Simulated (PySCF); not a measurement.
# C2H7Ge2P: core binding energies at several levels of theory, part 3 of 3

PySCF 2.14.0. Atoms count from 0.

**8. Core holes by ΔSCF: SCAN, X2C**

Job settings and geometry (Å):

```
{"job": {"kind": "xps", "basis": "def2-TZVP"}, "charge": 0, "multiplicity": 1}
C      2.046318     1.769677    -0.872436
C      1.782753     0.607255    -0.627171
Ge     1.277883    -1.176289    -0.194200
P     -0.537436    -1.235863     1.255940
Ge    -1.763080     0.482129     0.267807
H      2.282230     2.797365    -1.085518
H      0.892373    -1.898619    -1.493688
H      2.471460    -1.877345     0.473712
H      0.085208    -0.391212     2.225870
H     -3.115358     0.558131     1.000474
H     -1.054252     1.842695     0.344842
H     -2.007697     0.100508    -1.202354
```

With the program's defaults for keys left out, this is: delta-SCF UKS SCAN, def2-TZVP on the ionised atom, pcseg-1 elsewhere, spin-free X2C.

The program printed:

```text
ground state, core basis on atom 0 (C), 152 functions
  cycle   1  E = -4610.30181844  |g| = 4.50e-01
  cycle   2  E = -4610.26136308  |g| = 5.64e-01
  cycle   3  E = -4610.35564487  |g| = 1.07e-01
  cycle   4  E = -4610.35704719  |g| = 7.96e-02
  cycle   5  E = -4610.35876748  |g| = 8.27e-03
  cycle   6  E = -4610.35878853  |g| = 2.92e-03
  cycle   7  E = -4610.35879355  |g| = 7.82e-04
  cycle   8  E = -4610.35879188  |g| = 3.20e-04
  E(ground) = -4610.64786927 Eh
hole in C 1s of atom 0
  cycle   1  E = -4599.10641932  |g| = 1.46e+00
  cycle   2  E = -4594.89823617  |g| = 2.37e+00
  cycle   3  E = -4598.80839959  |g| = 1.05e+00
  cycle   4  E = -4599.46403602  |g| = 6.40e-01
  cycle   5  E = -4599.60751411  |g| = 3.69e-01
  cycle   6  E = -4599.67108500  |g| = 9.00e-02
  cycle   7  E = -4599.67651355  |g| = 3.43e-02
  cycle   8  E = -4599.67764371  |g| = 1.13e-02
  cycle   9  E = -4599.67785686  |g| = 7.80e-03
  cycle  10  E = -4599.67799779  |g| = 5.04e-03
  cycle  11  E = -4599.67807921  |g| = 2.56e-03
  cycle  12  E = -4599.67808829  |g| = 1.05e-03
  cycle  13  E = -4599.67809133  |g| = 5.93e-04
  cycle  14  E = -4599.67809137  |g| = 2.67e-04
  E(ion) = -4599.96589143 Eh   <S^2> = 0.8357   hole on atom = 1.000   binding energy = 290.671 eV
ground state, core basis on atom 1 (C), 152 functions
  cycle   1  E = -4610.36039108  |g| = 3.82e-02
  cycle   2  E = -4610.35767259  |g| = 1.07e-01
  cycle   3  E = -4610.36074706  |g| = 7.89e-03
  cycle   4  E = -4610.36076234  |g| = 2.07e-03
  cycle   5  E = -4610.36076372  |g| = 6.46e-04
  cycle   6  E = -4610.36076423  |g| = 2.17e-04
  E(ground) = -4610.64981866 Eh
hole in C 1s of atom 1
  cycle   1  E = -4599.11212693  |g| = 1.47e+00
  cycle   2  E = -4594.27594306  |g| = 2.51e+00
  cycle   3  E = -4598.62490070  |g| = 1.14e+00
  cycle   4  E = -4599.57262398  |g| = 4.50e-01
  cycle   5  E = -4599.58452064  |g| = 4.32e-01
  cycle   6  E = -4599.67467181  |g| = 8.03e-02
  cycle   7  E = -4599.67889919  |g| = 2.81e-02
  cycle   8  E = -4599.67979663  |g| = 1.15e-02
  cycle   9  E = -4599.68013618  |g| = 8.83e-03
  cycle  10  E = -4599.68038362  |g| = 5.63e-03
  cycle  11  E = -4599.68050242  |g| = 2.91e-03
  cycle  12  E = -4599.68052022  |g| = 1.39e-03
  cycle  13  E = -4599.68052417  |g| = 7.85e-04
  cycle  14  E = -4599.68052285  |g| = 2.15e-04
  E(ion) = -4599.96814490 Eh   <S^2> = 0.8619   hole on atom = 1.000   binding energy = 290.663 eV
ground state, core basis on atom 3 (P), 154 functions
  cycle   1  E = -4610.37323785  |g| = 4.53e-02
  cycle   2  E = -4610.37145092  |g| = 8.78e-02
  cycle   3  E = -4610.37377896  |g| = 2.38e-02
  cycle   4  E = -4610.37391974  |g| = 9.33e-03
  cycle   5  E = -4610.37394693  |g| = 1.25e-03
  cycle   6  E = -4610.37394512  |g| = 3.02e-04
  E(ground) = -4610.63280096 Eh
hole in P 1s of atom 3
  cycle   1  E = -4530.18739012  |g| = 3.20e+00
  cycle   2  E = -4527.14745805  |g| = 2.60e+00
  cycle   3  E = -4515.64876041  |g| = 3.35e+00
  cycle   4  E = -4531.12010067  |g| = 3.82e-01
  cycle   5  E = -4531.08764523  |g| = 4.95e-01
  cycle   6  E = -4531.20592856  |g| = 2.21e-01
  cycle   7  E = -4531.23094340  |g| = 5.99e-02
  cycle   8  E = -4531.23302267  |g| = 8.27e-03
  cycle   9  E = -4531.23306481  |g| = 3.00e-03
  cycle  10  E = -4531.23307140  |g| = 1.01e-03
  cycle  11  E = -4531.23307108  |g| = 2.84e-04
  E(ion) = -4531.49341517 Eh   <S^2> = 0.7519   hole on atom = 1.000   binding energy = 2153.492 eV
hole in P 2p of atom 3
  cycle   1  E = -4604.94035345  |g| = 1.33e+00
  cycle   2  E = -4602.04859022  |g| = 2.09e+00
  cycle   3  E = -4604.24671215  |g| = 1.21e+00
  cycle   4  E = -4605.32952693  |g| = 1.55e-01
  cycle   5  E = -4605.32715944  |g| = 1.77e-01
  cycle   6  E = -4605.34038872  |g| = 9.07e-02
  cycle   7  E = -4605.34470541  |g| = 2.38e-02
  cycle   8  E = -4605.34506389  |g| = 2.98e-03
  cycle   9  E = -4605.34507197  |g| = 1.08e-03
  cycle  10  E = -4605.34507259  |g| = 6.91e-04
  cycle  11  E = -4605.34507388  |g| = 2.37e-04
  E(ion) = -4605.61702016 Eh   <S^2> = 0.7538   hole on atom = 1.002   binding energy = 136.486 eV
  2p3/2 = 136.254 eV   2p1/2 = 137.126 eV
```

Run time: 34 s. Hardware: 1 thread of Arm Neoverse V1, shared host; peak memory 0.48 GiB.

The holes in one table. −ε is the ground-state orbital energy:

| hole | stands for | environment | ΔSCF (eV; 2p as the shell's mean) | −ε (eV) | ⟨S²⟩ |
| --- | --- | --- | --- | --- | --- |
| C1s on C0 | C0 | terminal alkyne carbon | 290.67 | 273.8 | 0.836 |
| C1s on C1 | C1 | alkyne carbon | 290.66 (doubtful) | 273.7 | 0.862 |
| P1s on P3 | P3 | phosphorus bonded to 2 Ge, H | 2153.49 | 2094.0 | 0.752 |
| P2p on P3 | P3 | phosphorus bonded to 2 Ge, H | 136.54 | 126.0 | 0.754 |

Doubtful: the ion did not converge, its hole moved, or its ⟨S²⟩ is well above 0.75. Rows just under that mark are hardly safer.

With the spin-orbit splitting: P3 2p3/2 136.25, 2p1/2 137.13 eV. The table gives each 2p level as the mean over the whole 2p shell (two parts 2p3/2, one part 2p1/2), which differs a little from the single hole in the log.

**9. Core-electron binding energies: SCAN, non-relativistic**

The job, as its differences from that of step 8:

```diff
@@ -1,2 +1,2 @@
-{"job": {"kind": "xps", "basis": "def2-TZVP"}, "charge": 0, "multiplicity": 1}
+{"job": {"kind": "xps", "x2c": false}, "charge": 0, "multiplicity": 1}
 C      2.046318     1.769677    -0.872436
```

Level: delta-SCF UKS SCAN, pcX-2 on the ionised atom, pcseg-1 elsewhere, non-relativistic.

The program printed:

```text
ground state, core basis on atom 0 (C), 166 functions
  cycle   1  E = -4575.07301008  |g| = 5.03e-01
  cycle   2  E = -4575.03145057  |g| = 6.00e-01
  cycle   3  E = -4575.13662066  |g| = 8.55e-02
  cycle   4  E = -4575.13672054  |g| = 8.80e-02
  cycle   5  E = -4575.13876096  |g| = 1.14e-02
  cycle   6  E = -4575.13881109  |g| = 3.06e-03
  cycle   7  E = -4575.13881048  |g| = 8.53e-04
  cycle   8  E = -4575.13881138  |g| = 2.71e-04
  E(ground) = -4575.42434034 Eh
hole in C 1s of atom 0
  cycle   1  E = -4563.88757603  |g| = 1.50e+00
  cycle   2  E = -4559.60982492  |g| = 2.55e+00
  cycle   3  E = -4563.70602993  |g| = 1.00e+00
  cycle   4  E = -4564.22424807  |g| = 7.11e-01
  cycle   5  E = -4564.41804403  |g| = 3.38e-01
  cycle   6  E = -4564.47077105  |g| = 8.63e-02
  cycle   7  E = -4564.47580939  |g| = 3.27e-02
  cycle   8  E = -4564.47679776  |g| = 1.39e-02
  cycle   9  E = -4564.47704817  |g| = 7.79e-03
  cycle  10  E = -4564.47719346  |g| = 4.89e-03
  cycle  11  E = -4564.47726540  |g| = 2.52e-03
  cycle  12  E = -4564.47727598  |g| = 1.21e-03
  cycle  13  E = -4564.47727767  |g| = 6.33e-04
  cycle  14  E = -4564.47727772  |g| = 3.63e-04
  E(ion) = -4564.76178331 Eh   <S^2> = 0.8457   hole on atom = 1.000   binding energy = 290.143 eV
ground state, core basis on atom 1 (C), 166 functions
  cycle   1  E = -4575.13982440  |g| = 5.12e-02
  cycle   2  E = -4575.13763142  |g| = 9.68e-02
  cycle   3  E = -4575.13990493  |g| = 2.81e-02
  cycle   4  E = -4575.14011181  |g| = 6.29e-03
  cycle   5  E = -4575.14012672  |g| = 9.71e-04
  cycle   6  E = -4575.14013000  |g| = 3.01e-04
  E(ground) = -4575.42557251 Eh
hole in C 1s of atom 1
  cycle   1  E = -4563.89453094  |g| = 1.51e+00
  cycle   2  E = -4558.97695973  |g| = 2.69e+00
  cycle   3  E = -4563.67723028  |g| = 9.78e-01
  cycle   4  E = -4564.27264786  |g| = 6.50e-01
  cycle   5  E = -4564.41964060  |g| = 3.53e-01
  cycle   6  E = -4564.47336534  |g| = 9.34e-02
  cycle   7  E = -4564.47934402  |g| = 3.00e-02
  cycle   8  E = -4564.48038654  |g| = 1.39e-02
  cycle   9  E = -4564.48074844  |g| = 8.96e-03
  cycle  10  E = -4564.48096497  |g| = 5.95e-03
  cycle  11  E = -4564.48107747  |g| = 3.03e-03
  cycle  12  E = -4564.48109037  |g| = 1.44e-03
  cycle  13  E = -4564.48109373  |g| = 6.37e-04
  cycle  14  E = -4564.48109576  |g| = 1.81e-04
  E(ion) = -4564.76501906 Eh   <S^2> = 0.8723   hole on atom = 1.000   binding energy = 290.088 eV
ground state, core basis on atom 3 (P), 177 functions
  cycle   1  E = -4575.16434400  |g| = 5.46e-02
  cycle   2  E = -4575.16310685  |g| = 8.02e-02
  cycle   3  E = -4575.16466745  |g| = 2.83e-02
  cycle   4  E = -4575.16484981  |g| = 1.03e-02
  cycle   5  E = -4575.16488752  |g| = 2.02e-03
  cycle   6  E = -4575.16488786  |g| = 4.68e-04
  E(ground) = -4575.42036418 Eh
hole in P 1s of atom 3
  cycle   1  E = -4495.22380665  |g| = 4.68e+00
  cycle   2  E = -4492.36377314  |g| = 2.88e+00
  cycle   3  E = -4479.28908301  |g| = 3.53e+00
  cycle   4  E = -4496.25268719  |g| = 4.48e-01
  cycle   5  E = -4496.18182688  |g| = 6.02e-01
  cycle   6  E = -4496.35277441  |g| = 2.59e-01
  cycle   7  E = -4496.38813830  |g| = 6.18e-02
  cycle   8  E = -4496.39015740  |g| = 9.15e-03
  cycle   9  E = -4496.39020106  |g| = 4.79e-03
  cycle  10  E = -4496.39021629  |g| = 1.34e-03
  cycle  11  E = -4496.39021630  |g| = 3.17e-04
  E(ion) = -4496.64583249 Eh   <S^2> = 0.7521   hole on atom = 1.000   binding energy = 2143.564 eV
hole in P 2p of atom 3
  cycle   1  E = -4569.73734405  |g| = 1.38e+00
  cycle   2  E = -4567.00200978  |g| = 2.11e+00
  cycle   3  E = -4569.00383742  |g| = 1.24e+00
  cycle   4  E = -4570.13132402  |g| = 1.80e-01
  cycle   5  E = -4570.13160799  |g| = 1.73e-01
  cycle   6  E = -4570.14058366  |g| = 1.18e-01
  cycle   7  E = -4570.14780105  |g| = 3.22e-02
  cycle   8  E = -4570.14840957  |g| = 3.79e-03
  cycle   9  E = -4570.14841766  |g| = 1.26e-03
  cycle  10  E = -4570.14841888  |g| = 7.88e-04
  cycle  11  E = -4570.14841897  |g| = 2.93e-04
  E(ion) = -4570.41584289 Eh   <S^2> = 0.7540   hole on atom = 1.002   binding energy = 136.180 eV
  2p3/2 = 135.942 eV   2p1/2 = 136.820 eV
```

It took 33 s on 1 thread of Arm Neoverse V1, shared host; peak memory 0.61 GiB.

Binding energies by hole, beside the orbital energy of the ground state; the difference holds orbital relaxation and, for a density functional, its self-interaction error:

| hole | stands for | environment | ΔSCF (eV; 2p as the shell's mean) | −ε (eV) | ⟨S²⟩ |
| --- | --- | --- | --- | --- | --- |
| C1s on C0 | C0 | terminal alkyne carbon | 290.14 | 273.8 | 0.846 |
| C1s on C1 | C1 | alkyne carbon | 290.09 (doubtful) | 273.7 | 0.872 |
| P1s on P3 | P3 | phosphorus bonded to 2 Ge, H | 2143.56 | 2087.3 | 0.752 |
| P2p on P3 | P3 | phosphorus bonded to 2 Ge, H | 136.23 | 125.9 | 0.754 |

Doubtful: the ion did not converge, its hole moved, or its ⟨S²⟩ is well above 0.75. Rows just under that mark are hardly safer.

With the spin-orbit splitting: P3 2p3/2 135.94, 2p1/2 136.82 eV. The table gives each 2p level as the mean over the whole 2p shell (two parts 2p3/2, one part 2p1/2), which differs a little from the single hole in the log.

**10. Results**

This closing draws on all 3 parts.

```
                                                                      quantity                    value
                  C1s binding energies, SCAN/pcX-2 (standing for 1 of 2 atoms)             C0 290.23 eV
                                              P1s binding energies, SCAN/pcX-2            P3 2149.42 eV
                                              P2p binding energies, SCAN/pcX-2             P3 136.19 eV
                                             C1s binding energies, B3LYP/pcX-2  C0 290.40, C1 290.30 eV
                                             P1s binding energies, B3LYP/pcX-2            P3 2147.62 eV
                                             P2p binding energies, B3LYP/pcX-2             P3 135.98 eV
                                              C1s binding energies, PBE0/pcX-2  C0 289.87, C1 289.82 eV
                                              P1s binding energies, PBE0/pcX-2            P3 2146.97 eV
                                              P2p binding energies, PBE0/pcX-2             P3 135.79 eV
                                               C1s binding energies, PBE/pcX-2  C0 289.40, C1 289.38 eV
                                               P1s binding energies, PBE/pcX-2            P3 2145.72 eV
                                               P2p binding energies, PBE/pcX-2             P3 135.44 eV
                                                P1s binding energies, HF/pcX-2            P3 2150.22 eV
                                                P2p binding energies, HF/pcX-2             P3 135.54 eV
                  C1s binding energies, SCAN/pcX-1 (standing for 1 of 2 atoms)             C0 290.28 eV
                                              P1s binding energies, SCAN/pcX-1            P3 2149.45 eV
                                              P2p binding energies, SCAN/pcX-1             P3 136.31 eV
              C1s binding energies, SCAN/def2-TZVP (standing for 1 of 2 atoms)             C0 290.67 eV
                                          P1s binding energies, SCAN/def2-TZVP            P3 2153.49 eV
                                          P2p binding energies, SCAN/def2-TZVP             P3 136.54 eV
C1s binding energies, SCAN/pcX-2, non-relativistic (standing for 1 of 2 atoms)             C0 290.14 eV
                            P1s binding energies, SCAN/pcX-2, non-relativistic            P3 2143.56 eV
                            P2p binding energies, SCAN/pcX-2, non-relativistic             P3 136.23 eV
```

Single values in the summary come from the first sound run of each kind (SCAN/pcX-2), which need not be the best level. At B3LYP/pcX-2: C0 (terminal alkyne carbon) binds its C1s electron 0.10 eV more tightly than C1 (alkyne carbon). At PBE0/pcX-2: the C1s levels computed lie within 0.05 eV of one another, too close to rank. At PBE/pcX-2: the C1s levels computed lie within 0.02 eV of one another, too close to rank.
